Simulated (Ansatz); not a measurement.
# CaBr (P-6m2) in Ansatz: further runs, part 2 of 3

Ansatz 0.2.0. The steps go on from the part before.

## Step 4: Relaxation of cell and atoms, PBE, target pressure 5 GPa, at which the enthalpy is minimised

input.yaml

```yaml
crystal:
  lattice:
    - [3.9170223818, 0.0, 0.0]
    - [-1.9585111909, 3.3922408898, 0.0]
    - [0.0, 0.0, 4.341034]
  atoms:
    - { symbol: Br, position: [0.3333333333, 0.6666666667, 0.5] }
    - { symbol: Ca, position: [0.0, 0.0, 0.0] }
hamiltonian:
  xc: pbe
  pseudopotentials: { kind: paw }
kpoints:
  mp_grid: { grid: [8, 8, 6] }
scf:
  occupations: { method: fermi_dirac, width: 0.05 }
output:
  forces: true
  stress: true
  eigenvalues: true
  write_density: true
  write_potential: true
  elf: true
  volumetric_format: npy
relax:
  f_tol: 0.01
  max_steps: 40
  cell: { stress_tol: 0.05, p_target: 5.0 }
```

Potentials or basis: Ansatz PAW.

On the command line:

```
$ ansatz run input.yaml --threads 2 --pin off --max-ram 5632MiB --backend cpu --events-out ev --progress --plain --runs-dir out
```

What it wrote:

```text
Warning: RAYON_NUM_THREADS=2 ignored (pool sized by the plan → 2); use --threads N
Engine: ansatz 0.2.0, x86_64-unknown-linux-gnu
Pseudopotentials: kind: paw
Pseudopotential: Br, paw, valence charge 7, recommended cutoff 420 eV (normal), Br.paw.azcp
Pseudopotential: Ca, paw, valence charge 10, recommended cutoff 420 eV (normal), Ca.paw.azcp
Functional definition: PBE
  parameter kappa = 0.804
  parameter beta = 0.06672455060314922
  exchange = pbe_x(kappa = kappa, mu = beta*pi^2/3)
  correlation = pbe_c(beta = beta)
Crystal: 2 atoms, lattice volume = 57.681 Å³
Basis set: ecut = 420 eV, 1143 PW (Γ), exchange–correlation on 54×54×60 points (8 copies of the dense FFT grid, shifted against one another)
Bands: 13, of which v1, the nominal top of the filled ones, is band 9 counted from 1 (8 counted from 0)
Symmetry: 12 space group operations
Space group: P-6m2 (ITA 187), of the structure as read, at distance tolerance 3.9e-5 Å
k-points: 40 of 384 (time reversal used)
Non-local potential: Br, projectors of the file, l = 0: 2, l = 1: 2, l = 2: 2
Non-local potential: Ca, projectors of the file, l = 0: 3, l = 1: 2, l = 2: 2
PAW form: soft (Blöchl's): semilocal exchange-correlation on the pseudo side does not see the compensation charge
PAW one-centre angular grid: Br, 110 points (default); XC on 64 Gauss nodes
PAW one-centre angular grid: Ca, 110 points (default); XC on 64 Gauss nodes
Initial density: superposition of atomic densities (neutral atoms: chi_scale 0, normalization atom), corrected by the library's trained network
Initial wavefunctions: pseudopotential atomic-orbital guess
Functional: x = pbe(κ = 0.804, μ = 0.2195149727645171), c = pbe(β = 0.06672455060314922)
SCF iter   1: F=—  HF=-4602.517845 eV  |F-HF|=—  |Δ(HF+E_count)|=         —  Δρ=2.08e-3  dr2=2.82e-3  ethr=1.77e-3  ⟨swp⟩=6.8  Hψ=3637  notcnv=0
preconditioner: auto → none  [metal: Δε(μ)=0.023 eV  Ē_g=7.094 eV  σ=0.050 eV  W_gap=0.11  n_scr=8 (ndim 8)  ℏωp=12.9 eV  f_vac=0.000  D(μ)=3.36/eV (n_scr^D=28)  sad-step TF]
SCF iter   2: F=—  HF=-4602.518357 eV  |F-HF|=—  |Δ(HF+E_count)|=   5.12e-4  Δρ=1.27e-3  dr2=9.18e-4  ethr=1.66e-5  ⟨swp⟩=2.2  Hψ=1058  notcnv=0
SCF iter   3: F=—  HF=-4602.518909 eV  |F-HF|=—  |Δ(HF+E_count)|=   5.51e-4  Δρ=5.53e-4  dr2=3.95e-4  ethr=5.40e-6  ⟨swp⟩=3.0  Hψ=888  notcnv=0
SCF iter   4: F=—  HF=-4602.518795 eV  |F-HF|=—  |Δ(HF+E_count)|=   1.14e-4  Δρ=1.47e-4  dr2=2.18e-5  ethr=2.33e-6  ⟨swp⟩=2.1  Hψ=673  notcnv=0
SCF iter   5: F=—  HF=-4602.518780 eV  |F-HF|=—  |Δ(HF+E_count)|=   1.44e-5  Δρ=3.25e-5  dr2=4.08e-7  ethr=1.28e-7  ⟨swp⟩=2.0  Hψ=703  notcnv=0
SCF iter   6: F=—  HF=-4602.518781 eV  |F-HF|=—  |Δ(HF+E_count)|=   3.17e-7  Δρ=1.56e-5  dr2=3.08e-7  ethr=5.88e-10  ⟨swp⟩=11.3  Hψ=4448  notcnv=0
SCF iter   7: F=-4602.518781 eV  HF=-4602.518781 eV  |F-HF|=5.08e-9  |Δ(HF+E_count)|=   1.10e-7  Δρ=2.43e-6  dr2=6.78e-9  ethr=5.88e-10  ⟨swp⟩=7.0  Hψ=3104  notcnv=0
SCF 1 converged in 7 iterations: F = -4602.518781 eV  dr2 = 6.78e-9
relax step   1: F+E_penalty+E_count = -4602.51878064 eV  Δ(F+E_penalty+E_count) = +0.000e0 eV  max|allowed force component| = 7.864e-17 eV/Å  Δτ_max = 0.0000 Å  P = +0.174 GPa  Ω = 57.681 Å³  (7 SCF iters, dr2 threshold 1.00e-7 eV, accepted)
Crystal: 2 atoms, lattice volume = 50.537 Å³
Basis set: ecut = 420 eV, 999 PW (Γ), exchange–correlation on 54×54×60 points (8 copies of the dense FFT grid, shifted against one another)
[... 27 lines left out ...]
SCF iter   2: F=—  HF=-4602.408306 eV  |F-HF|=—  |Δ(HF+E_count)|=   2.07e-5  Δρ=7.86e-5  dr2=2.73e-6  ethr=2.37e-7  ⟨swp⟩=2.5  Hψ=792  notcnv=0
SCF iter   3: F=—  HF=-4602.408305 eV  |F-HF|=—  |Δ(HF+E_count)|=   6.36e-7  Δρ=2.70e-5  dr2=3.11e-7  ethr=1.60e-8  ⟨swp⟩=2.1  Hψ=722  notcnv=0
SCF iter   4: F=-4602.408305 eV  HF=-4602.408305 eV  |F-HF|=7.66e-9  |Δ(HF+E_count)|=   9.66e-9  Δρ=1.18e-5  dr2=6.36e-8  ethr=4.32e-10  ⟨swp⟩=9.0  Hψ=3399  notcnv=0
SCF 4 converged in 4 iterations: F = -4602.408305 eV  dr2 = 6.36e-8
relax step   4: F+E_penalty+E_count = -4602.40830542 eV  Δ(F+E_penalty+E_count) = -4.734e-3 eV  max|allowed force component| = 1.619e-17 eV/Å  Δτ_max = 0.0000 Å  P = +4.991 GPa  Ω = 49.839 Å³  energy of the carried Pulay correction = +4.937e-4 eV  (4 SCF iters, dr2 threshold 7.34e-8 eV, accepted)
Basis set: ecut = 420 eV, 997 PW (Γ), exchange–correlation on 50×50×60 points (8 copies of the dense FFT grid, shifted against one another)
Initial wavefunctions: pseudopotential atomic-orbital guess (no wavefunctions were taken with the density)
iter 1 solved again at ethr=6.92e-7 eV; its pass at ethr=3.10e-3 eV (dr2=1.18e-4 eV) is discarded
SCF iter   1: F=—  HF=-4602.407773 eV  |F-HF|=—  |Δ(HF+E_count)|=         —  Δρ=1.12e-4  dr2=8.45e-7  ethr=6.92e-7  ⟨swp⟩=3.0  Hψ=5088  notcnv=0
preconditioner: auto → none  [metal: Δε(μ)=0.046 eV  Ē_g=7.773 eV  σ=0.050 eV  W_gap=0.23  n_scr=8 (ndim 8)  ℏωp=13.9 eV  f_vac=0.000  D(μ)=2.93/eV (n_scr^D=22)]
SCF iter   2: F=—  HF=-4602.407771 eV  |F-HF|=—  |Δ(HF+E_count)|=   1.62e-6  Δρ=5.48e-5  dr2=1.88e-7  ethr=4.97e-9  ⟨swp⟩=2.5  Hψ=871  notcnv=0
SCF iter   3: F=—  HF=-4602.407772 eV  |F-HF|=—  |Δ(HF+E_count)|=   4.27e-7  Δρ=2.86e-6  dr2=2.47e-9  ethr=1.11e-9  ⟨swp⟩=2.0  Hψ=861  notcnv=0
SCF iter   4: F=—  HF=-4602.407772 eV  |F-HF|=—  |Δ(HF+E_count)|=   1.50e-9  Δρ=1.02e-6  dr2=2.85e-10  ethr=1.45e-11  ⟨swp⟩=2.0  Hψ=711  notcnv=0
SCF iter   5: F=—  HF=-4602.407772 eV  |F-HF|=—  |Δ(HF+E_count)|=  1.43e-10  Δρ=3.78e-7  dr2=3.34e-11  ethr=1.68e-12  ⟨swp⟩=2.6  Hψ=825  notcnv=0
SCF iter   6: F=-4602.407772 eV  HF=-4602.407772 eV  |F-HF|=9.09e-13  |Δ(HF+E_count)|=  1.36e-11  Δρ=6.50e-8  dr2=1.03e-12  ethr=1.00e-12  ⟨swp⟩=6.5  Hψ=2402  notcnv=0
SCF 5 converged in 6 iterations: F = -4602.407772 eV  dr2 = 1.03e-12
relax step   5: F+E_penalty+E_count = -4602.40777190 eV  Δ(F+E_penalty+E_count) = +5.335e-4 eV  max|allowed force component| = 2.544e-17 eV/Å  Δτ_max = 0.0000 Å  P = +4.990 GPa  Ω = 49.839 Å³  stress off target by 1.28e-2 GPa  SCF on the basis re-selected at this cell (its energy is not comparable with the rows above)  (6 SCF iters)
basis re-selected at this cell: Δ(F+E_penalty+E_count) = +5.335e-4 eV, ΔP = -0.000 GPa vs the last step (what re-selecting the basis moved, of the pressure what is left beyond the Pulay correction that the steps carried, after the strain that the cell walked since its last selection, with what the two solves' SCF thresholds leave and, on support functions, any second-order correction that the steps lacked; it is no measure of the basis error at this ecutwfc). The dense FFT grid was sized anew with the basis: this SCF ran on 25×25×30 points, the steps before it on 27×27×30, so part of this shift can come from that change (see relax.cell in the input reference). This SCF's stress stands 1.28e-2 GPa from its target on what of the cell is left free (relax.cell.stress_tol is 5.00e-2 GPa) and its largest allowed force component is 2.54e-17 eV/Å (relax.f_tol is 1.00e-2 eV/Å): within both
SCF converged after 6 iterations
Free energy (F): -4602.407772 eV
Harris-Foulkes:  -4602.407772 eV  (|F-HF|=9.09e-13)
Internal energy: -4602.384427 eV  (E = F + TS)
E sigma→0 (E₀):  -4602.396100 eV
Entropy (-TS):   -0.023344 eV (-11.672 meV/atom)
Fermi energy:    9.513546 eV
--- Per-component energies (eV) ---
  E_band       = -132.988305
  E_kinetic    = 415.630882
  E_local      = -890.479770  (includes V_loc(G=0)·N_el)
  E_nonlocal   = 134.442819
  E_hartree    = 280.355990
  E_xc         = -403.330167
  E_vxc        = -276.993098  (∫ρ·V_xc dr)
  E_paw        = -3105.177456  (= ΣΔE_a)
  E_vpaw       = -76.301128  (= ΣTr[D̂ρ^β])
  E_aug_tail   = -0.000007  (compensation charges beyond the density's cutoff)
  E_ewald      = -1033.826718
  E_smearing   = -0.023344  (= −TS)
  E_closure    = 0.000000  (closes the sum)
  Σ components = -4602.407772   (vs F -4602.407772, Δ=0.00e0)
--- Forces (eV/Å), atoms counted from 1 ---
  atom   1  Br     0.00000000    -0.00000000    -0.00000000
  atom   2  Ca     0.00000000    -0.00000000    -0.00000000
  max |Σ_I F_I| component: 6.01e-17 eV/Å
--- Stress (GPa, compression-positive) ---
        4.987233       0.000000      -0.000000
        0.000000       4.987233       0.000000
       -0.000000       0.000000       4.996225
  P = ⅓ Tr σ = 4.9902 GPa (49.902 kbar)
--- Band table (eV; the first three rows and the last of 40) ---
  k-point 0: bands = ["-32.4670", "-13.5788", "-13.4189", "-13.4189", "-8.6388", "3.6734", "4.8022", "4.8022", "7.8072", "10.1388", "12.1190", "12.1190", "12.6606"]
  k-point 1: bands = ["-32.4662", "-13.6173", "-13.4174", "-13.4174", "-8.5488", "3.0627", "4.8242", "4.8242", "8.6648", "10.4499", "11.6708", "11.6708", "12.8449"]
  k-point 2: bands = ["-32.4645", "-13.6915", "-13.4144", "-13.4144", "-8.3664", "2.1750", "4.8678", "4.8678", "10.1177", "11.3039", "11.3061", "11.3061", "12.5263"]
  k-point 39: bands = ["-32.4423", "-13.5990", "-13.5814", "-13.5223", "-8.0500", "2.6526", "2.9448", "3.3620", "9.6477", "12.3956", "12.5529", "13.2694", "13.5697"]
--- Relaxed structure (4 steps of the walk, 4 accepted, 1 SCFs on fresh bases) ---
  F+E_penalty+E_count = -4602.40777190 eV   max|allowed force component| = 2.544e-17 eV/Å   (the final SCF, on the basis selected at the relaxed cell)
  cell:  # Å, volume = 49.8393 Å³
    - [3.7284579550346812, -1.6661084777956382e-32, 0.0]
    - [-1.8642289775173406, 3.228939306002212, -5.930893121844578e-18]
    - [0.0, -7.589734788467115e-18, 4.139836713293301]
  atoms:
    - { symbol: Br, position: [0.3333333333333333, 0.6666666666666666, 0.5] }
    - { symbol: Ca, position: [-1.5407439555097887e-33, -2.775557561562891e-17, 9.464681797069784e-34] }
```

v_z.tsv:

```text
# z_ang	v_es[eV]	v_tot[eV]
# format = ansatz-planar-average/11
# xc	pbe
# density_cutoff_ev	1680
# datasets	Br=:simpson_from_first_knot:soft	Ca=:simpson_from_first_knot:soft
# lattice	3.728457955	-0.000000000	0.000000000
# lattice	-1.864228978	3.228939306	-0.000000000
# lattice	0.000000000	-0.000000000	4.139836713
# sites	2
# site	35	-0.000000000	2.152626204	2.069918357
# site	20	0.000000000	-0.000000000	0.000000000
0.000000	-1.561440e0	-1.217152e1
0.137995	-1.178118e0	-1.166544e1
0.275989	-8.905693e-2	-1.022761e1
0.413984	1.515572e0	-8.119918e0
0.551978	3.341774e0	-5.731975e0
0.689973	5.047859e0	-3.508864e0
[... 22 lines left out ...]
3.863848	-8.905693e-2	-1.022761e1
4.001842	-1.178118e0	-1.166544e1
```

It took 8.2 s on 2 threads of Intel Xeon Platinum 8259CL at 2.50GHz (Skylake/Cascade Lake), shared host; peak memory 0.4 GiB.

What came out:

```yaml
Free_energy: -4602.4078 eV
Relaxed_volume: 24.92 Å³/atom
Relaxed_cell: a = 3.728 Å, b = 3.728 Å, c = 4.140 Å, α = 90.00°, β = 90.00°, γ = 120.00°
Space_group_after_relaxing_to_0.05_Å: P-6m2 (No. 187)
Energy_change_on_relaxing_the_enthalpy_is_what_falls: +55.5 meV/atom
Ionic_steps: 5
Pressure_after_relaxing: 5.0 GPa
Band_gap_on_the_k_mesh: none (metal or under the smearing width)
```

The path:
| step | energy change (eV) | largest force (eV/Å) | volume (Å³) |
| --- | --- | --- | --- |
| 1 | 0.0000 | 0.0000 | 57.68 |
| 2 | 0.0916 | 0.0000 | 50.54 |
| 3 | 0.1152 | 0.0000 | 49.69 |
| 4 | 0.1105 | 0.0000 | 49.84 |
| 5 | 0.1110 | 0.0000 | 49.84 |

Final structure:
```
CELL_PARAMETERS angstrom
3.72846 0.00000 0.00000
-1.86423 3.22894 0.00000
0.00000 0.00000 4.13984
ATOMIC_POSITIONS crystal
Br 0.33333 0.66667 0.50000
Ca 0.00000 0.00000 0.00000
```

Levels at points of the mesh, in eV from the Fermi level:
| k point | band 7 | band 8 | band 9 | band 10 | band 11 | band 12 |
| --- | --- | --- | --- | --- | --- | --- |
| (0.00, 0.00, 0.00) | -4.71 | -4.71 | -1.71 | 0.63 | 2.61 | 2.61 |
| (0.00, 0.00, -0.50) | -4.62 | -4.62 | 1.30 | 1.72 | 1.72 | 2.56 |
| (0.00, -0.50, 0.00) | -5.86 | -5.16 | -0.35 | 1.61 | 2.49 | 2.65 |
| (0.00, -0.50, -0.50) | -6.66 | -5.40 | -0.38 | 1.94 | 3.14 | 4.07 |

Caveat: the plane-wave basis is chosen anew once the cell has moved, so the energies of steps on either side of that aren't comparable; an odd number of electrons without spin polarisation forces a metal; a magnetic or distorted state may lie lower.

[end of part 2 of 3]
